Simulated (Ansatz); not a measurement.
# PbO, space group P4/nmm: an equation of state with a fit

Program: Ansatz 0.2.0, Python API.

Run as a notebook:

In [1]:
```python
import ansatz as az
from ase.eos import EquationOfState
from ase.units import GPa
import numpy as np

vectors0 = np.array([
    [3.99, 0.0, 0.0],
    [0.0, 3.99, 0.0],
    [0.0, 0.0, 5.01],
])
sites = [
    ("Pb", (0.0, 0.5, 0.24)),
    ("Pb", (0.5, 0.0, 0.76)),
    ("O", (0.0, 0.0, 0.0)),
    ("O", (0.5, 0.5, 0.0)),
]
```

In [2]:
```python
def crystal_on(cell):
    crystal = az.Crystal(lattice=az.Lattice.of(cell))
    for symbol, position in sites:
        crystal = crystal.atom(symbol, position)
    return crystal

# scale the volume, keep shape and fractions
volumes, energies = [], []
for scale in np.linspace(0.88, 1.12, 7):
    cell = vectors0 * scale ** (1 / 3)
    calculation = (
        crystal_on(cell).calculation()
        .occupations(az.OccupationsMethod.FIXED)
        .basis(500)  # plane waves up to this kinetic energy
        .kpoints(4, 4, 4)  # symmetry reduces this mesh to its irreducible points
    )
    summary = calculation.run().report
    volumes.append(abs(np.linalg.det(cell)) / len(sites))
    energies.append(summary["free_energy_ev"] / len(sites))
    print(f"V = {volumes[-1]:8.4f} A^3/atom  F = {energies[-1]:.5f} eV/atom")

eos = EquationOfState(volumes, energies, eos="birchmurnaghan")
v0, e0, bulk = eos.fit()
print(f"V0 = {v0:.4f} A^3/atom, E0 = {e0:.5f} eV/atom, B = {bulk / GPa:.1f} GPa")
eos.plot("eos.png")
```
```text
V =  17.5471 A^3/atom  F = -6236.62605 eV/atom
V =  18.3447 A^3/atom  F = -6236.69903 eV/atom
V =  19.1423 A^3/atom  F = -6236.74503 eV/atom
V =  19.9399 A^3/atom  F = -6236.76932 eV/atom
V =  20.7375 A^3/atom  F = -6236.77614 eV/atom
V =  21.5351 A^3/atom  F = -6236.76885 eV/atom
V =  22.3327 A^3/atom  F = -6236.75017 eV/atom
V0 = 20.6962 A^3/atom, E0 = -6236.77616 eV/atom, B = 74.1 GPa
```
Out [2]:
```text
<Axes: title={'center': 'birchmurnaghan: E: -6236.776 eV, V: 20.696 Å$^3$, B: 74.069 GPa'}, xlabel='volume [Å$^3$]', ylabel='energy [eV]'>
```

A third-order Birch-Murnaghan fit through the 7 points has its minimum at 20.70 Å³ an atom, 3.8 % above the typed cell, with a bulk modulus of 74 GPa and dB/dP = 4.5. From that minimum the energy rises by 150.1 meV an atom on the compressed side and 26.0 meV on the expanded side.

Notes:
- Total energies depend on the potentials; only differences at equal settings carry meaning.
- Shape and fractional positions are held along the curve, so the bulk modulus is an upper value where they are free to relax, by a factor of two or more in layered or hydrogen-bonded cells.
- For a gap this small the mesh is coarse, and bands can meet between its points.
- Of the deposited cell: the entry's cell lengths or inner coordinates differ somewhat from later room-temperature determinations.
- Spin-orbit coupling, which matters for elements this heavy, is left out.
- No functional is typed, so the default, PBE, holds.
- The structure is a deposited one; some such entries were measured under pressure or heat, so a shift against it needn't be the functional's error alone.
- Wall time of the script: 15 s on 1 thread of Intel(R) Xeon(R) Platinum 8259CL CPU @ 2.50GHz (Skylake/Cascade Lake) (shared host), peak memory 0.43 GiB.

(Lines on the test bed's own set-up are left out of the output.)
